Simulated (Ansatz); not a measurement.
**Zn3Ge: equation of state with PBE**

Crystal: Zn3Ge.

```
CELL_PARAMETERS angstrom
-1.97323 1.97323 3.98572
1.97323 -1.97323 3.98572
1.97323 1.97323 -3.98572
ATOMIC_POSITIONS crystal
Ge 0.00000 0.00000 0.00000
Zn 0.50000 0.50000 0.00000
Zn 0.25000 0.75000 0.50000
Zn 0.75000 0.25000 0.50000
```

The cell comes from a database or a generator and needn't be the stable form of this composition.

| Quantity | Value |
| --- | --- |
| Program | Ansatz 0.2.0 |
| Task | equation of state |
| Functional | PBE |
| Potentials or basis | Ansatz PAW |
| Cutoff | 420 eV |
| Density cutoff | 1680 eV |
| k mesh | 10 × 10 × 10 |
| Occupations | fermi-dirac, width 0.05 eV |
| Spin | no spin polarisation |

```yaml
Equilibrium_volume: 16.38 Å³/atom
Bulk_modulus_at_fixed_shape_and_positions: 64 GPa
Pressure_derivative_of_the_bulk_modulus: 5.4
```

Energy against volume, from the lowest point:
```csv
volume (Å³/atom),energy (meV/atom)
14.588,49.71
14.898,32.46
15.209,19.36
15.519,9.97
15.829,3.86
16.140,0.65
16.450,0.00
```

All runs of the series together: 46 s on 2 threads of Arm Neoverse V1, with other jobs on the host.

Caveat: the cell was scaled at fixed shape and fractional positions, which overstates the stiffness of a crystal with free parameters, most of all of layers and chains.
